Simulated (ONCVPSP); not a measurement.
# Pseudopotential generation for Pr: ONCV, PBE

Do these settings give a usable potential? It is generated, then checked for transferability, scattering, ghosts and hardness.

Method: ONCVPSP 4.0.1, PBE, scalar-relativistic.

## 1. The design

The settings as typed:

| Item | Value |
| --- | --- |
| element | praseodymium (Pr, Z = 59) |
| type | optimised norm-conserving Vanderbilt (ONCV) |
| frozen core | [Kr] 4d10 |
| valence charge | 13 |
| reference configuration | 4f3 5s2 5p6 6s2 |
| partial waves | 5s+6s: rc 2.55 bohr, ncon 4, nbas 7, qcut 3.7 1/bohr, 2 projectors; 5p: rc 2.30 bohr, ncon 4, nbas 8, qcut 6.3 1/bohr, 2 projectors, debl 3.1 Ha; d scattering state at 0.27 Ha: rc 2.70 bohr, ncon 4, nbas 8, qcut 3.8 1/bohr, 2 projectors, debl 1.5 Ha; 4f: rc 1.00 bohr, ncon 3, nbas 8, qcut 17.9 1/bohr, 3 projectors, debl 3.6 Ha |
| local potential | polynomial inside 0.90 bohr (lpopt 5, dvloc0 -1 Ha) |
| core correction | Teter function fitted to the true core (icmod 2), fcfact 0.15 |

## 2. Generation

File Pr.dat:

```
# ATOM AND REFERENCE CONFIGURATION
# atsym  z   nc   nv     iexc    psfile
  Pr 59.00    9    4        4      upf
#
#   n    l    f
    1    0    2.00
    2    0    2.00
    2    1    6.00
    3    0    2.00
    3    1    6.00
    3    2   10.00
    4    0    2.00
    4    1    6.00
    4    2   10.00
    4    3    3.00
    5    0    2.00
    5    1    6.00
    6    0    2.00
#
# PSEUDOPOTENTIAL AND OPTIMIZATION
# lmax
    3
#
#   l,   rc,      ep,       ncon, nbas, qcut
    0    2.55    0.00    4    7    3.70
    1    2.30    0.00    4    8    6.30
    2    2.70    0.27    4    8    3.80
    3    1.00    0.00    3    8   17.90
#
# LOCAL POTENTIAL
# lloc, lpopt,  rc(5),   dvloc0
    4    5    0.90   -1.00
#
# VANDERBILT-KLEINMAN-BYLANDER PROJECTORs
# l, nproj, debl
    0    2    2.40
    1    2    3.10
    2    2    1.50
    3    3    3.60
#
# MODEL CORE CHARGE
# icmod, fcfact, rcfact
    2    0.15    0.95
#
# LOG DERIVATIVE ANALYSIS
# epsh1, epsh2, depsh
   -3.00    5.00    0.02
#
# OUTPUT GRID
# rlmax, drl
    6.00    0.01
#
# TEST CONFIGURATIONS
# ncnf
    4
# nvcnf
#   n    l    f
    4
    4    3    3.00
    5    0    2.00
    5    1    6.00
    6    0    1.00
#
    4
    4    3    3.00
    5    0    2.00
    5    1    6.00
    6    0    0.00
#
    4
    4    3    2.00
    5    0    2.00
    5    1    6.00
    6    0    0.00
#
    5
    4    3    3.00
    5    0    2.00
    5    1    6.00
    6    0    1.00
    6    1    1.00
#
```

Run with:

```
$ oncvpsp.x < Pr.dat > Pr.out
```

Q: Predict the outcome of this session. Wanted: cutoffs for 1 and 0.1 mHa per electron, occupied waves; bound ghosts; GHOST(+) flags; largest phase difference near zero energy, channels read; rms error of d²Exc/dn², without and with the model core; projector energies reset by the program.

**Answer**, as computed:

| quantity | value |
| --- | --- |
| cutoffs for 1 and 0.1 mHa per electron, occupied waves | 120 Ha and 425 Ha |
| bound ghosts | s at -277.08 eV, p at -56.12 eV |
| GHOST(+) flags | d at 106 eV |
| largest phase difference near zero energy, channels read | 0.003 rad |
| rms error of d²Exc/dn², without and with the model core | 10.91 and 4.25 mHa |
| projector energies reset by the program | d: 0.050, 1.550 Ha |

In words: A bound ghost (s, p) makes it unfit for use: electrons can fall into a state that the atom doesn't have. Close by lies the frozen 4s level (-288.5 eV). It counts as very hard, with 120 Ha needed at the looser tolerance. The tighter tolerance needs 425 Ha, and converged work needs a cutoff nearer that. At the looser tolerance the 4f wave is the slowest; 5p needs 12 Ha. Near zero energy the phases of the channels with partial waves agree within 0.003 rad. The pseudo curves have a pole with no partner nearby in the atom's: p at -2.06 Ha. The program also flags highly localised states, GHOST(+) (d).
